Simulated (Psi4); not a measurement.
# SnH3 (SMILES [SnH3]): levels of theory compared

Aim: a comparison of 5 runs (UHF/3-21G, UHF/def2-SVP, UPBEh-3c/def2-mSVP, U-tau-HCTHh/def2-SVPD, UMP2.5/def2-SVPD) of SnH3. 

The results are computed with Psi4 1.11.

4 further runs of the same task are left out: 2 that didn't finish, 2 set aside as unsound or not needed.

## 1. The molecule

SnH3 has 4 atoms, charge 0, and is taken as a doublet. As SMILES, `[SnH3]`. The coordinates come from a PBE0-D4/def2-TZVP relaxation.

Bond lengths: Sn1–H2 1.715 Å, Sn1–H3 1.715 Å, Sn1–H4 1.715 Å. Angles: H2–Sn1–H3 109.6°, H2–Sn1–H4 109.6°, H3–Sn1–H4 109.6°.

## 2. Energy and forces at UHF/3-21G (run 1)

Input file h3sn.dat:

```
memory 1600 mb

molecule {
  0 2
  Sn     0.52950126    -0.39986605    -0.51343859
  H      1.99403901     0.02078699     2.34647293
  H     -2.12594189    -2.21513696    -0.12094247
  H     -0.29271858     2.48026554    -1.75045331
  units bohr
  symmetry c1
}

set reference uhf
set puream true
set e_convergence 1e-09
set d_convergence 1e-08
set scf_type pk
set maxiter 200

result, w = gradient("hf/3-21G", return_wfn=True)
print_variables()
```

Command:

```bash
$ psi4 -i h3sn.dat -o h3sn.out -n 1
```

h3sn.out:

```text
[...]
  Running in c1 symmetry.
[...]
  Nuclear repulsion =   46.855142823535417
[...]
  Multiplicity = 2
[...]
  Nalpha       = 27
  Nbeta        = 26
[...]
    Number of basis functions: 37
[...]
   @UHF iter   1: -5997.70948449040316   -3.26803e+00   1.45784e-02 ADIIS/DIIS
[...]
   @UHF iter  11: -5997.95692552656965    0.00000e+00   2.56829e-09 DIIS
[...]
   @S^2 Observed:                7.527904945E-01
[...]
    Orbital Energies [Eh]
    ---------------------
    Alpha Occupied:
       1A   -1034.864643     2A   -156.210696     3A   -145.356727
       4A   -145.355327     5A   -145.355327     6A    -31.522844
       7A    -26.899605     8A    -26.896575     9A    -26.896575
      10A    -19.063745    11A    -19.063242    12A    -19.063242
      13A    -19.061822    14A    -19.061822    15A     -5.540218
      16A     -3.926210    17A     -3.921065    18A     -3.921064
      19A     -1.408832    20A     -1.408832    21A     -1.407952
      22A     -1.404331    23A     -1.404331    24A     -0.659863
      25A     -0.447586    26A     -0.447582    27A     -0.306893
    Alpha Virtual:
[...]
  @UHF Final Energy: -5997.95692552656965
   => Energetics <=
    Nuclear Repulsion Energy =             46.8551428235354166
    One-Electron Energy =               -8368.3121806000526703
    Two-Electron Energy =                2323.5001122499479607
    Total Energy =                      -5997.9569255265696484
  UHF NO Occupations:
  HONO-2 :   25  A 1.9996162
  HONO-1 :   26  A 1.9993746
[...]
 Multipole Moments:
 ------------------------------------------------------------------------------------
     Multipole            Electronic (a.u.)      Nuclear  (a.u.)        Total (a.u.)
 ------------------------------------------------------------------------------------
 L = 1.  Multiply by 2.5417464519 to convert [e a0] to [Debye]
 Dipole X            :          1.3214087           -1.1383647            0.1830440
 Dipole Y            :         -0.9751203            0.8400155           -0.1351048
 Dipole Z            :         -1.3228977            1.1396470           -0.1832507
 Magnitude           :                                                    0.2921288
[...]
  -Total Gradient:
     Atom            X                  Y                   Z
    ------   -----------------  -----------------  -----------------
       1       -0.003286243599     0.002409074147     0.003292434248
       2       -0.003988436968    -0.000630961970    -0.006303267250
       3        0.005823305980     0.004694685898    -0.000431270917
       4        0.001451374581    -0.006472798068     0.003442103920
[...]
```

It took 1.4 s on 1 thread of INTEL XEON PLATINUM 8581C at 2.30GHz (Emerald Rapids), shared host; peak memory 0.19 GiB.

## 3. A single-point energy at UHF/def2-SVP (core potential) (run 2)

Input file h3sn.inp:

```
memory 1600 mb

molecule m {
  0 2
  Sn     0.280200    -0.211600    -0.271700
  H      1.055200     0.011000     1.241700
  H     -1.125000    -1.172200    -0.064000
  H     -0.154900     1.312500    -0.926300
  symmetry c1
  no_reorient
  no_com
}

set globals {
  basis         def2-SVP
  reference     uhf
  puream        true
  e_convergence 1e-09
  d_convergence 1e-08
  scf_type      pk
  maxiter       200
}

e_tot = energy("hf")
print_variables()
```

Command:

```bash
$ psi4 -i h3sn.inp -o h3sn.out -n 1
```

h3sn.out:

```text
[...]
    !!!  WARNING: ECP capability is in beta. Please check occupations closely.  !!!
[...]
  Running in c1 symmetry.
[...]
  Nuclear repulsion =   20.933398960836097
[...]
  Multiplicity = 2
[...]
  Nalpha       = 13
  Nbeta        = 12
[...]
    Number of basis functions: 41
[...]
   @UHF iter   1:  -215.02593146479632   -1.79067e+00   3.63831e-03 ADIIS/DIIS
[...]
   @UHF iter  12:  -215.03859836613549   -1.53477e-12   2.98188e-09 DIIS
[...]
   @S^2 Observed:                7.531030910E-01
[...]
    Orbital Energies [Eh]
    ---------------------
    Alpha Occupied:
       1A     -5.866565     2A     -4.058535     3A     -4.052124
       4A     -4.052124     5A     -1.322308     6A     -1.322308
       7A     -1.321470     8A     -1.316227     9A     -1.316227
      10A     -0.675817    11A     -0.450945    12A     -0.450941
      13A     -0.314673
    Alpha Virtual:
      14A      0.126920    15A      0.126922    16A      0.157942
      17A      0.266717    18A      0.347377    19A      0.347377
      20A      0.349707    21A      0.466654    22A      0.466654
      23A      0.554140    24A      0.591021    25A      0.591022
[...]
  @UHF Final Energy:  -215.03859836613549
   => Energetics <=
    Nuclear Repulsion Energy =             20.9333989608360973
    One-Electron Energy =                -419.3264014933473618
    Two-Electron Energy =                 183.3544041663757866
    Total Energy =                       -215.0385983661354885
  UHF NO Occupations:
  HONO-2 :   11  A 1.9998538
  HONO-1 :   12  A 1.9987780
[...]
 Multipole Moments:
 ------------------------------------------------------------------------------------
     Multipole            Electronic (a.u.)      Nuclear  (a.u.)        Total (a.u.)
 ------------------------------------------------------------------------------------
 L = 1.  Multiply by 2.5417464519 to convert [e a0] to [Debye]
 Dipole X            :        -11.1097828           11.2244063            0.1146235
 Dipole Y            :          8.4265138           -8.5111375           -0.0846237
 Dipole Z            :         10.7058204          -10.8205718           -0.1147514
 Magnitude           :                                                    0.1829415
[...]
```

Run time: 1.3 s. Hardware: 1 thread of INTEL XEON PLATINUM 8581C at 2.30GHz (Emerald Rapids), shared host; peak memory 0.19 GiB.

Run 3 isn't shown in full; the table further down has it.

## 4. A single-point energy at U-tau-HCTHh/def2-SVPD (core potential) (run 4)

Input file h3sn.json:

```json
{
 "schema_name": "qcschema_input",
 "schema_version": 1,
 "molecule": {
  "schema_name": "qcschema_molecule",
  "schema_version": 2,
  "symbols": ["Sn", "H", "H", "H"],
  "geometry": [0.52950126, -0.39986605, -0.51343859, 1.99403901, 0.02078699, 2.34647293, -2.12594189, -2.21513696, -0.12094247, -0.29271858, 2.48026554, -1.75045331],
  "molecular_charge": 0,
  "molecular_multiplicity": 2,
  "fix_symmetry": "c1"
 },
 "driver": "energy",
 "model": {
  "method": "t-hcthh",
  "basis": "def2-SVPD"
 },
 "keywords": {
  "reference": "uks",
  "scf_type": "pk"
 }
}
```

Command:

```bash
$ psi4 --qcschema h3sn.json -n 1 --memory 1600MB
```

stdout:

```text
[...]
    !!!  WARNING: ECP capability is in beta. Please check occupations closely.  !!!
[...]
  Running in c1 symmetry.
[...]
  Nuclear repulsion =   20.933398958520826
[...]
  Multiplicity = 2
[...]
  Nalpha       = 13
  Nbeta        = 12
[...]
    Number of basis functions: 56
[...]
   @UKS iter   1:  -216.07059429234965   -9.99474e-01   8.42765e-03 DIIS/ADIIS
[...]
   @UKS iter   7:  -216.21913252805345   -1.72202e-08   4.11186e-07 DIIS
[...]
   @S^2 Observed:                7.509501832E-01
[...]
    Orbital Energies [Eh]
    ---------------------
    Alpha Occupied:
       1A     -5.051434     2A     -3.404662     3A     -3.400394
       4A     -3.400393     5A     -1.008103     6A     -1.008101
       7A     -1.007027     8A     -1.003274     9A     -1.003272
      10A     -0.509933    11A     -0.326994    12A     -0.326990
      13A     -0.209634
    Alpha Virtual:
      14A     -0.010503    15A      0.012226    16A      0.012229
      17A      0.040234    18A      0.074196    19A      0.074198
      20A      0.124561    21A      0.125512    22A      0.125514
      23A      0.165291    24A      0.179474    25A      0.179478
[...]
  @UKS Final Energy:  -216.21913252805345
   => Energetics <=
    Nuclear Repulsion Energy =             20.9333989585208258
    One-Electron Energy =                -419.6457651192711182
    Two-Electron Energy =                 199.0751503090557151
    DFT Exchange-Correlation Energy =     -16.5819166763588548
    Empirical Dispersion Energy =           0.0000000000000000
    VV10 Nonlocal Energy =                  0.0000000000000000
    Total Energy =                       -216.2191325280534500
[...]
 Multipole Moments:
 ------------------------------------------------------------------------------------
     Multipole            Electronic (a.u.)      Nuclear  (a.u.)        Total (a.u.)
 ------------------------------------------------------------------------------------
 L = 1.  Multiply by 2.5417464519 to convert [e a0] to [Debye]
 Dipole X            :          1.6762453           -1.6005023            0.0757429
 Dipole Y            :         -1.2369305            1.1810334           -0.0558970
 Dipole Z            :         -1.6782364            1.6023052           -0.0759312
 Magnitude           :                                                    0.1209422
[...]
```

The result, in JSON:

```text
{
 "driver": "energy",
 "model": {
  "method": "t-hcthh",
  "basis": "def2-SVPD"
 },
 "success": true,
 "return_result": -216.21913252805345,
 "properties": {
  "calcinfo_nbasis": 56,
  "calcinfo_nmo": 56,
  "calcinfo_nalpha": 13,
  "calcinfo_nbeta": 12,
  "calcinfo_natom": 4,
  "nuclear_repulsion_energy": 20.933398958520826,
  "return_energy": -216.21913252805345,
  "scf_one_electron_energy": -419.6457651192711,
  "scf_two_electron_energy": 199.07515030905572,
  "scf_xc_energy": -16.581916676358855,
  "scf_dipole_moment": [0.0757429404166452, -0.05589704891921499, -0.07593122323899504],
  "scf_total_energy": -216.21913252805345,
  "scf_iterations": 7
 }
}
```

It took 3.9 s on 1 thread of INTEL XEON PLATINUM 8581C at 2.30GHz (Emerald Rapids), shared host; peak memory 0.58 GiB.

## 5. The energy at UMP2.5/def2-SVPD (core potential) (run 5)

Input file job.py:

```python
import psi4

psi4.set_memory('1600 MB')
psi4.set_num_threads(1)
psi4.set_output_file('h3sn.out', False)

m = psi4.geometry("""
0 2
Sn     0.52950126    -0.39986605    -0.51343859
H      1.99403901     0.02078699     2.34647293
H     -2.12594189    -2.21513696    -0.12094247
H     -0.29271858     2.48026554    -1.75045331
units bohr
""")

psi4.set_options({
    'reference': 'uhf',
    'scf_type': 'pk',
    'num_frozen_docc': 4,
    'mp_type': 'conv',
})

energy_value, wavefunction = psi4.energy('mp2.5/def2-SVPD', molecule=m, return_wfn=True)
print(f'mp2.5/def2-SVPD energy: {energy_value:.10f} Eh')
for k, v in sorted(psi4.core.scalar_variables().items()):
    print(f'{k:45s} {v:18.10f}')
```

Command:

```bash
$ python job.py
```

h3sn.out:

```text
[...]
    !!!  WARNING: ECP capability is in beta. Please check occupations closely.  !!!
[...]
  Running in c1 symmetry.
[...]
  Nuclear repulsion =   20.933398958520826
[...]
  Multiplicity = 2
[...]
  Nalpha       = 13
  Nbeta        = 12
[...]
    Number of basis functions: 56
[...]
   @UHF iter   1:  -214.99558833398504   -1.42505e+00   4.95561e-03 DIIS/ADIIS
[...]
   @UHF iter  12:  -215.03923945575355   -1.25056e-12   4.47693e-09 DIIS
[...]
   @S^2 Observed:                7.538038124E-01
[...]
    Orbital Energies [Eh]
    ---------------------
    Alpha Occupied:
       1A     -5.867863     2A     -4.059781     3A     -4.053406
       4A     -4.053405     5A     -1.323508     6A     -1.323508
       7A     -1.322606     8A     -1.317339     9A     -1.317339
      10A     -0.676368    11A     -0.451635    12A     -0.451630
      13A     -0.315699
    Alpha Virtual:
      14A      0.063926    15A      0.103969    16A      0.103971
      17A      0.122752    18A      0.139881    19A      0.139882
      20A      0.199927    21A      0.199929    22A      0.221784
      23A      0.245131    24A      0.274761    25A      0.274764
[...]
  @UHF Final Energy:  -215.03923945575355
   => Energetics <=
    Nuclear Repulsion Energy =             20.9333989585208258
    One-Electron Energy =                -419.3004176764101203
    Two-Electron Energy =                 183.3277792621357776
    Total Energy =                       -215.0392394557535454
  UHF NO Occupations:
  HONO-2 :   11  A 1.9997964
  HONO-1 :   12  A 1.9986454
[...]
 Multipole Moments:
 ------------------------------------------------------------------------------------
     Multipole            Electronic (a.u.)      Nuclear  (a.u.)        Total (a.u.)
 ------------------------------------------------------------------------------------
 L = 1.  Multiply by 2.5417464519 to convert [e a0] to [Debye]
 Dipole X            :          1.6901162           -1.6005023            0.0896139
 Dipole Y            :         -1.2472011            1.1810334           -0.0661677
 Dipole Z            :         -1.6920190            1.6023052           -0.0897138
 Magnitude           :                                                    0.1430293
[...]
	SCS-MP2 Total Energy (a.u.)        :  -215.16039142212705
	SOS-MP2 Total Energy (a.u.)        :  -215.16277897855957
	SCSN-MP2 Total Energy (a.u.)       :  -215.07680921012962
[...]
	SOS-PI-MP2 Total Energy (a.u.)     :  -215.17228201877543
[...]
	MP2 Total Energy (a.u.)            :  -215.15561630926209
[...]
```

Wall time 2.5 s (1 thread of INTEL XEON PLATINUM 8581C at 2.30GHz (Emerald Rapids), shared host); peak memory 0.27 GiB.

## 6. All runs side by side

```csv
run,level,task,core potential,energy (Eh),dipole moment (D),HOMO energy (eV),LUMO energy (eV),wall time
1,UHF/3-21G,gradient,none,-5997.956926,0.74,-8.35,0.43,1.4 s
2,UHF/def2-SVP (core potential),energy,def2,-215.038598,0.46,-8.56,0.50,1.3 s
3,"UPBEh-3c/def2-mSVP (density fitting, core potential)",properties,def2,-216.053897,0.24,-6.86,-2.51,3.9 s
4,U-tau-HCTHh/def2-SVPD (core potential),energy,def2,-216.219133,0.31,-5.70,-4.01,3.9 s
5,UMP2.5/def2-SVPD (core potential),energy,def2,-215.165509,–,-8.59,0.46,2.5 s
```

## 7. Outcome

| quantity | value |
| --- | --- |
| run 5: total energy | -215.16551 Eh |
| run 5: HOMO energy (Hartree–Fock orbitals) (highest over α and β) | -8.59 eV |
| run 5: LUMO energy (Hartree–Fock orbitals) (lowest over α and β) | 0.46 eV |
| run 5: correlation energy (4 core orbitals frozen) | -126.3 mEh |
| run 5: ⟨S²⟩ of the reference determinant | 0.754 |

What this shows: Over runs 1, 2, 3, 4 the dipole moment (its size) runs from 0.24 D (UPBEh-3c/def2-mSVP) to 0.74 D (UHF/3-21G). The two ends differ in method and basis and core potential. Totals of different functionals can't be ranked against each other. Some runs of one species differ in core potentials or relativity; totals across that change don't compare. In run 1 relativity is left out where basis or elements ask for it. All runs together took 13 s, the longest 3.9 s.
